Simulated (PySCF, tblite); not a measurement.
**AlH₃S₃+ (doublet), a cluster model of a defect: EPR parameters**

Wanted: the EPR parameters for `[SH][Al]([SH])[SH]`. It is drawn as: threefold Al.

Computed with tblite 0.8.0 and PySCF 2.14.0; each step states its level. No surroundings beyond the atoms listed, unless a continuum is named. Atoms count from 0, parts from 1.

### 1 Starting point

7 atoms, charge 1, multiplicity 2; geometry: distance geometry start.

### 2 Relaxing the cluster with GFN2-xTB

The job: settings as JSON, then the geometry in Å.

```
{"job": {"kind": "relax", "xc": "GFN2-xTB", "basis": "xTB"}, "charge": 1, "multiplicity": 2}
Al     0.159914    -0.084146     0.729990
S      0.326007     1.236427     2.554484
S      2.064057    -0.501411    -0.367523
S     -1.687333     0.227225    -0.545033
H     -0.688027     1.547304     3.418094
H      2.166059    -1.225728    -1.543838
H     -2.924731     0.536640    -0.046034
```

With the program's defaults for keys left out, this is: GFN2-xTB geometry optimisation, gas phase.

Launch:

```sh
> OMP_NUM_THREADS=1 python cluster_run.py task.json out
```

One launch serves the whole session: the jobs run in the order shown.

**Question.** The jobs that follow are: PBE0-D3(BJ)/def2-SVP geometry optimisation, gas phase; UKS B3LYP, IGLO-III on Al S, pcH-1 on H, non-relativistic, mean-field spin-orbit, GIAO; UKS BHandHLYP, IGLO-III on Al S, pcH-1 on H, non-relativistic, mean-field spin-orbit, GIAO. Predict: point group; rotational constants (main isotopes); g(iso) (B3LYP); ⟨S²⟩; largest a(iso).

**Answer**, as computed:

```
                            quantity                   value
                         point group                      C1
rotational constants (main isotopes)    3.19, 1.58, 1.07 GHz
                      g(iso) (B3LYP)                 2.00890
                                ⟨S²⟩      0.755 (exact 0.75)
                      largest a(iso)  27Al on Al0, -34.2 MHz
```

**Reading.** Over 18 steps the energy fell by 0.419 eV; of the close pairs, Al0–S3 changed most, 2.202 to 2.125 Å (PBE0/def2-SVP). The largest spin populations lie on S2 (0.55 e), S1 (0.53 e). The isotropic g lies 6.6 ppt above the free-electron value. The coupling of 27Al on Al0 runs from -41.4 (BHandHLYP/IGLO-III+pcH-1) to -34.2 MHz (B3LYP/IGLO-III+pcH-1).
